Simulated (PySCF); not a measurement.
**Y2N2: other functionals and bases at one geometry**

An exercise on one series of results from a longer session: the logs are not shown, and one member is left open.

Computed with PySCF 2.14.0. Level: several levels, as the steps say, no spin–orbit coupling.

4 further runs of the same task are left out: 2 for a known fault of the program, 2 that didn't finish.

## The starting structure

4 atoms, charge 0, spin multiplicity 1.

Bond lengths: Y1–Y2 2.998 Å, Y1–N3 2.034 Å, Y1–N4 2.034 Å, Y2–N3 2.034 Å, Y2–N4 2.034 Å. Angles: Y2–Y1–N3 42.5°, Y2–Y1–N4 42.5°, N3–Y1–N4 85.0°, Y1–Y2–N3 42.5°, Y1–Y2–N4 42.5°, N3–Y2–N4 85.0°, Y1–N3–Y2 95.0°, Y1–N4–Y2 95.0°.

Coordinates:

```mol
N2Y2
  3D, bonds by distance, orders not assigned

  4  5  0  0  0  0  0  0  0  0999 V2000
    0.0000    0.0000    1.4991 Y   0  0
   -0.0000   -0.0000   -1.4991 Y   0  0
    1.3745   -0.0000   -0.0000 N   0  0
   -1.3745    0.0000    0.0000 N   0  0
  1  2  8  0
  1  3  8  0
  1  4  8  0
  2  3  8  0
  2  4  8  0
M  END
```

Formal oxidation states: Y +3. An earlier session relaxed this geometry at BP86, Y def2-SVP with ECP28, N def2-SVP (singlet, point group D2h).

At BP86 on the finer grid: E = -186.177453 Eh, HOMO -3.53 eV, LUMO -2.25 eV, Mulliken charge on Y1 +0.40 e, largest force component 0.011 eV/Å. 

Levels to run: PBE0; PBE; wB97X; r2SCAN; BP86, TZVP; BP86, x2c-SVP. Hardware: 2 threads of Arm Neoverse V1, shared host.

Set-up of the first run:

run.py (the lines that set the calculation)

```python
mol = gto.M(atom='''
Y      0.00000     0.00000     1.49907
Y      0.00000     0.00000    -1.49907
N      1.37446     0.00000     0.00000
N     -1.37446     0.00000     0.00000''',
    basis={'Y': 'def2-SVP', 'N': 'def2-SVP'},
    ecp={'Y': 'def2-SVP'},
    charge=0, spin=0)
mf = dft.RKS(mol, xc='PBE0')
mf.grids.atom_grid = (75, 302)
mf = mf.density_fit()  # fitting sets: Y def2-universal-JKFIT, N def2-universal-JKFIT
mf.conv_tol = 1e-08; mf.max_cycle = 55
mf.kernel(dm0)  # dm0: the density of the relaxed state
```

On the command line:

```bash
$ OMP_NUM_THREADS=2 python run.py
```

Among the steps run: PBE0; PBE; wB97X; r2SCAN; BP86, TZVP; BP86, x2c-SVP.

One of the session's tables, all rows but one given; the rest of the session is left out.

```
              level  HOMO (eV)  gap (eV)  charge on Y1 (e)  largest force component (eV/Å)
BP86 (relaxed here)      -3.53      1.28              0.40                            0.01
               PBE0          ?         ?                 ?                               ?
                PBE      -3.42      1.16              0.40                            0.09
              wB97X      -6.16      6.07              0.50                            0.92
             r2SCAN      -3.39      1.54              0.49                            0.36
         BP86, TZVP      -3.52      1.30              0.74                            0.06
      BP86, x2c-SVP      -3.45      1.26              0.44                            0.20
```

**Question.** Estimate the row for PBE0.

**Answer.** HOMO (eV): -4.21; gap (eV): 2.62; charge on Y1 (e): 0.50; largest force component (eV/Å): 0.81. In the column «HOMO (eV)» it lies between wB97X (-6.16) and BP86 (relaxed here) (-3.53).

In one basis the HOMO–LUMO gap runs from 1.16 eV (PBE) to 6.07 eV (wB97X). The largest leftover force, 0.92 eV/Å with wB97X, stands at a geometry relaxed at another level. Total energies of different levels can't be compared.
